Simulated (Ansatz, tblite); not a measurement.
**C₁₀H₂₀: a ladder of methods and basis sets**

The task here is to estimate one member of a computed series from the others.

Method: as each input shows; program: Ansatz 0.2.0, Gaussian basis.

The runs, in order: GFN1-xTB, GFN2-xTB, PBE-D4/def2-TZVP, r2SCAN-D4/def2-TZVP, HSE06-D4/def2-TZVP, B3LYP-D4/def2-TZVP, PBE-D4/def2-SVP, PBE0-D4/def2-SVP, HF/STO-3G, MP2/def2-SVP.

**The structure**

The geometry is that of the singlet, from an earlier relaxation (PBE-D4/def2-SVP).

SMILES `C=CCCCCCCCC`, 30 atoms, charge 0, spin multiplicity 1.

Bond lengths: C1–C2 1.345 Å, C1–H11 1.102 Å, C1–H12 1.104 Å, C2–C3 1.504 Å, C2–H13 1.106 Å, C3–C4 1.543 Å, C3–H14 1.111 Å, C3–H15 1.115 Å, C4–C5 1.531 Å, C4–H16 1.112 Å, C4–H17 1.113 Å, C5–C6 1.532 Å, C5–H18 1.113 Å, C5–H19 1.114 Å, C6–C7 1.533 Å, C6–H20 1.113 Å, C6–H21 1.114 Å, C7–C8 1.535 Å and more. Angles: C2–C1–H11 121.8°, C2–C1–H12 121.2°, H11–C1–H12 117.0°, C1–C2–C3 125.0°, C1–C2–H13 118.5°, C3–C2–H13 116.5°, C2–C3–C4 114.3°, C2–C3–H14 109.1°, C2–C3–H15 109.0°, C4–C3–H14 109.2°, C4–C3–H15 108.3°, H14–C3–H15 106.5°, C3–C4–C5 114.9°, C3–C4–H16 108.4°, C3–C4–H17 108.8°, C5–C4–H16 108.9°, C5–C4–H17 109.4°, H16–C4–H17 106.0° and more.

As a file:

```xyz
30
charge 0, multiplicity 1
C    -5.3123   -0.3978   -0.4991
C    -4.1988    0.3160   -0.2570
C    -3.4343    0.3081    1.0384
C    -2.0218   -0.3038    0.9390
C    -1.0467    0.4664    0.0437
C     0.3588   -0.1411    0.0069
C     1.3416    0.6369   -0.8749
C     2.7394    0.0141   -0.9904
C     3.5412   -0.0246    0.3163
C     4.9535   -0.5844    0.1416
H    -5.8220   -0.3650   -1.4754
H    -5.7551   -1.0485    0.2754
H    -3.7910    0.9494   -1.0670
H    -4.0195   -0.2451    1.8035
H    -3.3379    1.3547    1.4101
H    -1.5942   -0.3690    1.9639
H    -2.1089   -1.3520    0.5761
H    -1.4445    0.5192   -0.9941
H    -0.9816    1.5221    0.3942
H     0.7503   -0.2070    1.0463
H     0.2951   -1.1926   -0.3558
H     0.9051    0.7351   -1.8935
H     1.4347    1.6778   -0.4883
H     2.6481   -1.0206   -1.3937
H     3.3246    0.5793   -1.7497
H     2.9971   -0.6297    1.0740
H     3.5949    1.0047    0.7379
H     4.9297   -1.6228   -0.2509
H     5.5118   -0.6034    1.0995
H     5.5427    0.0235   -0.5770
```

PBE0-D4/def2-TZVP was run before; its log isn't repeated, and its numbers join the tables.

The first run:

Tight binding, by tblite at 300 K electronic temperature and without a spin-polarisation term:

```python
tblite.interface.Calculator('GFN1-xTB', numbers, positions, charge=0, uhf=0).singlepoint()
```

Tight binding, by tblite at 300 K electronic temperature and without a spin-polarisation term:

```python
tblite.interface.Calculator('GFN2-xTB', numbers, positions, charge=0, uhf=0).singlepoint()
```

start.molden holds the orbitals of an earlier run on this state, given as this run's starting guess.

Input file in.yaml:

```yaml
crystal:
  periodic: [false, false, false]
  atoms:
    - {symbol: C, position_ang: [-5.312307, -0.397832, -0.499055]}
    - {symbol: C, position_ang: [-4.198790, 0.316014, -0.257011]}
    - {symbol: C, position_ang: [-3.434272, 0.308123, 1.038416]}
    - {symbol: C, position_ang: [-2.021755, -0.303764, 0.938999]}
    - {symbol: C, position_ang: [-1.046663, 0.466395, 0.043745]}
    - {symbol: C, position_ang: [0.358786, -0.141084, 0.006906]}
    - {symbol: C, position_ang: [1.341642, 0.636921, -0.874863]}
    - {symbol: C, position_ang: [2.739441, 0.014139, -0.990437]}
    - {symbol: C, position_ang: [3.541195, -0.024564, 0.316280]}
    - {symbol: C, position_ang: [4.953454, -0.584365, 0.141597]}
    - {symbol: H, position_ang: [-5.821979, -0.365004, -1.475378]}
    - {symbol: H, position_ang: [-5.755072, -1.048507, 0.275359]}
    - {symbol: H, position_ang: [-3.791018, 0.949401, -1.067007]}
    - {symbol: H, position_ang: [-4.019492, -0.245149, 1.803459]}
    - {symbol: H, position_ang: [-3.337855, 1.354727, 1.410103]}
    - {symbol: H, position_ang: [-1.594212, -0.368957, 1.963899]}
    - {symbol: H, position_ang: [-2.108883, -1.351991, 0.576082]}
    - {symbol: H, position_ang: [-1.444547, 0.519187, -0.994100]}
    - {symbol: H, position_ang: [-0.981624, 1.522081, 0.394197]}
    - {symbol: H, position_ang: [0.750273, -0.207032, 1.046338]}
    - {symbol: H, position_ang: [0.295088, -1.192561, -0.355755]}
    - {symbol: H, position_ang: [0.905051, 0.735124, -1.893487]}
    - {symbol: H, position_ang: [1.434707, 1.677760, -0.488314]}
    - {symbol: H, position_ang: [2.648095, -1.020635, -1.393718]}
    - {symbol: H, position_ang: [3.324562, 0.579265, -1.749712]}
    - {symbol: H, position_ang: [2.997076, -0.629653, 1.073962]}
    - {symbol: H, position_ang: [3.594899, 1.004653, 0.737940]}
    - {symbol: H, position_ang: [4.929698, -1.622807, -0.250923]}
    - {symbol: H, position_ang: [5.511801, -0.603386, 1.099471]}
    - {symbol: H, position_ang: [5.542712, 0.023513, -0.577003]}
basis:
  gaussian: {orbitals: def2-TZVP, initial_orbitals: start.molden}
hamiltonian: {xc: pbe, dispersion: d4}
scf: {omitted_lower_state_checks: [starts]}
output: {orbitals: {seedname: orbitals}}
```

Run with:

```console
ansatz run in.yaml --threads 4 --pin off --events-out ev --progress --plain --max-ram 6963MiB
```

Among the steps run: PBE-D4/def2-TZVP; r2SCAN-D4/def2-TZVP; HSE06-D4/def2-TZVP; B3LYP-D4/def2-TZVP; PBE-D4/def2-SVP; PBE0-D4/def2-SVP; HF/STO-3G; MP2/def2-SVP.

One of the session's tables, all rows but one given; the rest of the session is left out.

It belongs to the step «Binding energy». 

| level | binding an atom (eV) |
| --- | --- |
| HF/STO-3G | 3.982 |
| HF/def2-SVP | 3.259 |
| PBE-D4/def2-SVP | ? |
| PBE-D4/def2-TZVP | 4.295 |
| r2SCAN-D4/def2-TZVP | 4.220 |
| B3LYP-D4/def2-TZVP | 4.215 |
| PBE0-D4/def2-SVP | 4.295 |
| PBE0-D4/def2-TZVP | 4.247 |
| HSE06-D4/def2-TZVP | 4.249 |
| MP2/def2-SVP | 4.097 |

**Question.** Estimate the row for PBE-D4/def2-SVP.

**Answer.** binding an atom (eV): 4.338. In the column «binding an atom (eV)» it is the highest.

Limits of these values: Free atoms were run apart at each level; binding is atoms less cluster, divided by the number of atoms, without zero-point or spin-orbit terms.
